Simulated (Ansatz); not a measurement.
# CH7BN2: small, medium and large basis sets

Aim: see how fast density functionals converge with the basis set for CH7BN2.

Program: Ansatz 0.2.0, Gaussian basis. Level of theory: one geometry, several basis sets. These are calculated values, not measurements.

Levels to be run: PBE0-D4/def2-SVP; ωB97M-V/def2-SVP; PBE0-D4/def2-QZVPP; ωB97M-V/def2-QZVPP; the functionals' def2-TZVPP values are taken from earlier runs.

**1. The geometry**

All runs share one geometry, relaxed beforehand with PBE0-D4 in a triple-zeta def2 set.

SMILES `CB(N)N`, 11 atoms, charge 0, spin multiplicity 1.

Atoms are counted from 1 here; the program's logs count them from 0.

Bond lengths: C1–B2 1.582 Å, C1–H5 1.093 Å, C1–H6 1.093 Å, C1–H7 1.096 Å, B2–N3 1.416 Å, B2–N4 1.416 Å, N3–H8 1.004 Å, N3–H9 1.003 Å, N4–H10 1.003 Å, N4–H11 1.004 Å. Angles: B2–C1–H5 112.5°, B2–C1–H6 112.6°, B2–C1–H7 110.2°, H5–C1–H6 107.5°, H5–C1–H7 106.8°, H6–C1–H7 106.9°, C1–B2–N3 119.8°, C1–B2–N4 119.8°, N3–B2–N4 120.4°, B2–N3–H8 124.4°, B2–N3–H9 122.1°, H8–N3–H9 113.6°, B2–N4–H10 122.1°, B2–N4–H11 124.4°, H10–N4–H11 113.6°.

**2. PBE0-D4 in def2-SVP**

Input file in.yaml:

```yaml
crystal:
  periodic: [false, false, false]
  atoms:
    - {symbol: C, position_ang: [-0.697561, 1.164635, -0.169785]}
    - {symbol: B, position_ang: [0.096750, -0.189534, 0.023958]}
    - {symbol: N, position_ang: [0.158876, -0.791874, 1.303728]}
    - {symbol: N, position_ang: [0.762532, -0.778348, -1.078123]}
    - {symbol: H, position_ang: [-1.103049, 1.271739, -1.179475]}
    - {symbol: H, position_ang: [-1.529909, 1.266586, 0.531722]}
    - {symbol: H, position_ang: [-0.033850, 2.019921, -0.001748]}
    - {symbol: H, position_ang: [0.670155, -1.631087, 1.510919]}
    - {symbol: H, position_ang: [-0.304845, -0.397736, 2.100710]}
    - {symbol: H, position_ang: [0.733210, -0.374589, -1.995558]}
    - {symbol: H, position_ang: [1.312993, -1.616713, -1.025747]}
basis:
  gaussian: {orbitals: def2-SVP}
hamiltonian: {xc: pbe0, dispersion: d4}
output: {orbitals: {seedname: orbitals}}
```

Further steps of the session: ωB97M-V in def2-SVP; PBE0-D4 in def2-QZVPP; ωB97M-V in def2-QZVPP.

**Question.** What will the summary of the whole plan be? Wanted: PBE0-D4: double and triple zeta above quadruple; ωB97M-V: double and triple zeta above quadruple.

As calculated:

| quantity | value |
| --- | --- |
| PBE0-D4: double and triple zeta above quadruple | 5.84, 0.30 eV |
| ωB97M-V: double and triple zeta above quadruple | 6.09, 0.29 eV |

PBE0-D4 gains 5.54 eV from double to triple zeta, then 0.30 eV more. Total energies overstate the basis error of differences, where much of it tends to cancel. The LUMO of ωB97M-V is positive and keeps falling with the basis (3.39 to 1.62 eV): an unbound level that the basis holds in place.
